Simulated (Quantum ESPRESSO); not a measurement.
Write the native input for Quantum ESPRESSO 7.5 that does the following.

| Item | Value |
| --- | --- |
| Task | single point |
| Functional | PBEsol |
| Potentials or basis | GBRV 1.5 PBEsol |
| Cutoff | 762 eV |
| Density cutoff | 6095 eV |
| k mesh | 11 × 11 × 11 |
| Occupations | fermi-dirac, width 0.05 eV |
| Spin | no spin polarisation |
| Hubbard terms | Ta d U = 5 eV |
| Hubbard projectors | ortho-atomic |
| Mixing beta | 0.3 |
| Most SCF iterations | 120 |
| SCF threshold | 8e-10 Ry |

Crystal: TaAs.

```
CELL_PARAMETERS angstrom
-1.72181 1.72181 5.86794
1.72181 -1.72181 5.86794
1.72181 1.72181 -5.86794
ATOMIC_POSITIONS crystal
Ta 0.49997 0.49997 0.00000
Ta 0.24997 0.74997 0.50000
As 0.08263 0.08263 0.00000
As 0.83263 0.33263 0.50000
```

The cell is a database's computed one.

One way to write it, as run:

pw.in

```
&CONTROL
  calculation = 'scf'
  prefix = 'pwscf'
  outdir = './tmp'
  pseudo_dir = './pseudo'
  tprnfor = .true.
  tstress = .true.
  disk_io = 'low'
/
&SYSTEM
  ibrav = 0
  celldm(1) = 8
  nat = 4
  ntyp = 2
  ecutwfc = 56
  ecutrho = 448
  nbnd = 29
  occupations = 'smearing'
  smearing = 'fd'
  degauss = 0.00367493
/
&ELECTRONS
  conv_thr = 8d-10
  electron_maxstep = 120
  mixing_beta = 0.3
/
ATOMIC_SPECIES
Ta   180.9479 ta_pbesol_v1.uspp.F.UPF
As    74.9216 as_pbesol_v1.uspp.F.UPF
CELL_PARAMETERS alat
 -0.4067194615349   0.4067194615349   1.3861003023181
  0.4067194615349  -0.4067194615349   1.3861003023181
  0.4067194615349   0.4067194615349  -1.3861003023181
ATOMIC_POSITIONS crystal
Ta     0.4999673000    0.4999673000    0.0000000000
Ta     0.2499673000    0.7499673000    0.5000000000
As     0.0826321200    0.0826321200    0.0000000000
As     0.8326321200    0.3326321200    0.5000000000
K_POINTS automatic
11 11 11 0 0 0
HUBBARD {ortho-atomic}
U Ta-5d 5.0
```

pp_density.in

```
&INPUTPP
  prefix = 'pwscf'
  outdir = './tmp'
  filplot = 'density.dat'
  plot_num = 0
/
&PLOT
  nfile = 1
  filepp(1) = 'density.dat'
  iflag = 3
  output_format = 6
  fileout = 'density.cube'
/
```

pp_potential.in

```
&INPUTPP
  prefix = 'pwscf'
  outdir = './tmp'
  filplot = 'potential.dat'
  plot_num = 11
/
&PLOT
  nfile = 1
  filepp(1) = 'potential.dat'
  iflag = 3
  output_format = 6
  fileout = 'potential.cube'
/
```

Potentials or basis: GBRV 1.5 PBEsol.

The run is started by

```console
$ OMP_NUM_THREADS=1 mpirun -n 2 pw.x -nk 2 -in pw.in > pw.out
$ OMP_NUM_THREADS=1 mpirun -n 1 pp.x -in pp_density.in > pp_density.out
$ OMP_NUM_THREADS=1 mpirun -n 1 pp.x -in pp_potential.in > pp_potential.out
```

It gave:

```yaml
Pressure: -0.1 GPa
Largest_force: 0.023 eV/Å
Band_gap_on_the_k_mesh: none (metal or under the smearing width)
```

Caveat: U without spin polarisation on a metal has little footing; the U is typed as a test and isn't derived for this compound.

It took 6.7 min on 2 MPI ranks on Intel(R) Xeon(R) Platinum 8259CL CPU @ 2.50GHz (Skylake/Cascade Lake), with other jobs on the host, peak memory 0.94 GiB a rank.
